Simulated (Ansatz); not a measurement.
## C2H6BSb, SMILES [CH3][Sb]1[BH][CH2]1: a ladder of methods at one geometry, step by step

Computed with Ansatz 0.2.0 through its Python package.

Contents of `c2h6bsb.xyz`:
```text
10

C    -1.06360    0.93820   -0.81150
Sb    0.69050   -0.11530   -1.30550
B     0.31270   -1.56890    0.50680
C     1.33530   -0.27400    0.64890
H    -1.47460    1.49500   -1.75100
H    -1.89340    0.29750   -0.46630
H    -0.87240    1.73670   -0.03160
H    -0.12590   -2.50580    0.99060
H     2.33130   -0.52930    0.85430
H     0.84330    0.47470    1.36820
```

Notebook, run cell by cell (the value of a cell's last expression is shown):

**Cell 1**
```python
import warnings

import ansatz as az
```

**Cell 2**
```python
warnings.simplefilter("ignore", az.DeckWarning)
```

**Cell 3**
```python
system = az.Crystal.molecule_from_extxyz("c2h6bsb.xyz")
```

**Cell 4**
```python
calc = system.calculation().basis(gaussian="def2-SVP")
```

**Cell 5**
```python
methods = ["mp2", "ccsd", "ccsd_t"]
batch = az.Session.batch([calc.correlation(m).input() for m in methods])
reports = sorted(batch.plan().execute().molecular_reports, key=lambda each: each["member"])
print(f"Hartree-Fock reference {reports[0]['reference_energy_ev'] / 27.211386246:.6f} Ha")
best = reports[-1]["free_energy_ev"] - reports[-1]["reference_energy_ev"]
for method, each in zip(methods, reports):
    gained = each["free_energy_ev"] - each["reference_energy_ev"]
    print(f"{method:8s} total {each['free_energy_ev'] / 27.211386246:.6f} Ha  correlation {gained:9.4f} eV  ({100 * gained / best:.1f} % of the last)")
```
Output:
```text
Hartree-Fock reference -342.984834 Ha
mp2      total -343.470982 Ha  correlation  -13.2287 eV  (87.6 % of the last)
ccsd     total -343.519921 Ha  correlation  -14.5605 eV  (96.5 % of the last)
ccsd_t   total -343.539568 Ha  correlation  -15.0951 eV  (100.0 % of the last)
```

Caveats:
- The settings weren't tested for convergence.
- The geometry is a force-field or estimated start, not a minimum of this method, and the basis set is short of its limit. A lower total doesn't mark the better method: functionals have no common bound, and MP2 and coupled cluster aren't variational.
- def2 sets replace the cores of elements past krypton by effective core potentials.
- Inner cores stay frozen; a filled d shell under the valence of the heavier atoms is correlated with it.

(Lines on the test bed's own set-up are left out of the output.)
